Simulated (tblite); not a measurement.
# C7H14O2Si: the cost of one run

Programs: tblite 0.8.0 and PySCF 2.14.0, with density-fitted response routines of our own. Each step states its level of theory. These are calculated values for one molecule in the gas phase, unless marked as measured. Atoms are numbered from 0 throughout.

### 1 The molecule as given

24 atoms, charge 0, multiplicity 1; geometry from: force field or distance geometry start.

Bonds of the start (Å): C0–C1 1.47, C1–O2 1.21, C1–C3 1.50, C3–C4 1.54, C3–C5 1.47, C5–O6 1.22, C3–C7 1.51, C7–C8 1.49, C8–Si9 1.87, C0–H10 1.09, C0–H11 1.11, C0–H12 1.13, C4–H13 1.11, C4–H14 1.09, C4–H15 1.12, C5–H16 1.09, C7–H17 1.11, C7–H18 1.13, C8–H19 1.09, C8–H20 1.12, Si9–H21 1.48, Si9–H22 1.45, Si9–H23 1.46.

### 2 Optimising the geometry with GFN2-xTB

Job settings and geometry (Å):

```
{"job": {"kind": "relax", "xc": "GFN2-xTB", "basis": "xTB"}, "charge": 0, "multiplicity": 1}
C     -2.264500     1.350400    -0.475100
C     -1.789900     0.002900    -0.818300
O     -2.318700    -0.589400    -1.728000
C     -0.668800    -0.673600    -0.083000
C     -1.156100    -0.771900     1.372200
C     -0.463500    -2.060300    -0.538300
O      0.552700    -2.501700    -1.041900
C      0.523400     0.241300    -0.211000
C      1.767700    -0.232800     0.451300
Si     3.087000     1.059100     0.157000
H     -1.748200     1.718400     0.415400
H     -2.109800     2.064300    -1.307400
H     -3.358800     1.292600    -0.200400
H     -2.204000    -0.412900     1.435100
H     -1.085600    -1.812200     1.699800
H     -0.515600    -0.132200     2.035400
H     -1.296600    -2.756600    -0.412100
H      0.668600     0.378000    -1.306600
H      0.225300     1.252800     0.188000
H      2.118100    -1.162200    -0.003700
H      1.663900    -0.319700     1.559200
H      3.885200     1.132100     1.402700
H      2.500700     2.348600    -0.167600
H      3.975900     0.605000    -0.914800
```

Started as:

```sh
> OMP_NUM_THREADS=1 python probes_run.py task.json out
```

One launch serves the whole session: the jobs run in the order shown.

**Question.** How long does this first job take on 1 thread of Arm Neoverse V1, shared host?

About 2.4 s.
